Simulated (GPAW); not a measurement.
Runs of GPAW 26.7.0 on GaGe3. The structure is cubic, space group Pm-3m (No. 221). The conventional cell has a = 4.278 Å, b = 4.278 Å, c = 4.278 Å, α = 90.00°, β = 90.00°, γ = 90.00°. Ge (site symmetry 4/mmm) has 8 Ge at 3.03 Å and 4 Ga at 3.03 Å as nearest neighbours. Ga (site symmetry m-3m) is surrounded by 12 Ge at 3.03 Å. The cell comes from a database or a generator and needn't be the stable form of this composition.

| task | level | potentials or basis | cell | optimizer | fmax | max steps | convergence | band path | gap on the mesh (eV) | pressure (GPa) | relaxed volume (Å³/atom) |
| --- | --- | --- | --- | --- | --- | --- | --- | --- | --- | --- | --- |
| relaxation of cell and atoms | PBEsol+D3(BJ) | PAW data sets generated in the run's folder for this functional, pw | relaxed | BFGS | 0.02 eV/Å | 60 | density=1e-05 forces=0.0001 | - | none | -0.2 | (a) |
| band structure | PBE | GPAW PAW data sets (gpaw-data 1.2.1), pw | as given | - | - | - | - | GXMGRX,MR | - | -0.4 | - |
| relaxation of cell and atoms | PBEsol+D3(BJ)+ATM | PAW data sets generated in the run's folder for this functional, pw | relaxed | BFGS | 0.02 eV/Å | 60 | density=1e-05 forces=0.0001 | - | none | -0.1 | (b) |
| band structure | r2SCAN | GPAW PAW data sets (gpaw-data 1.2.1), pw | as given | - | - | - | - | GXMGRX,MR | - | -2.9 | - |
| relaxation of cell and atoms | PBEsol | PAW data sets generated in the run's folder for this functional, pw | relaxed | BFGS | 0.02 eV/Å | 60 | density=1e-05 forces=0.0001 | - | none | 0.0 | 18.40 |
| relaxation of cell and atoms | PBEsol+D4 | PAW data sets generated in the run's folder for this functional, pw | relaxed | BFGS | 0.02 eV/Å | 60 | density=1e-05 forces=0.0001 | - | none | -0.1 | 17.89 |
| band structure | LDA | the program's PAW data sets (release 1.2.1) made for this functional, pw | as given | - | - | - | - | GXMGRX,MR | - | (c) | - |
| band structure | PBEsol | PAW data sets generated in the run's folder for this functional, pw | as given | - | - | - | - | GXMGRX,MR | - | -3.7 | - |
| relaxation of cell and atoms | PBEsol+D3 | PAW data sets generated in the run's folder for this functional, pw | relaxed | BFGS | 0.02 eV/Å | 60 | density=1e-05 forces=0.0001 | - | none | -0.1 | 17.98 |
| single point | TB-mBJ | GPAW PAW data sets for LDA (gpaw-data 1.2.1), pw | as given | - | - | - | - | - | none | - | - |

Alike in all rows: no spin polarisation; k mesh 6 × 6 × 6; cutoff (eV) 600; smearing fermi-dirac 0.05 eV.

**Question.** Fill in the values left out.

**Answer.** (a) 17.66; (b) 17.74; (c) -5.1.

Caveats: later steps reuse the first step's grids (some runs); pairwise dispersion overbinds metals, which lowers pressure and volume (some runs); the PAW data sets were made with another functional, which shifts forces and pressure a little (some runs); a model potential gives levels but no total energy (some runs).

A k mesh can miss the band edges, and the runs leave out spin-orbit coupling on Ga, Ge.

A gap of «none» marks a metal or a gap under the smearing width.

Not every run made on this cell is shown here.
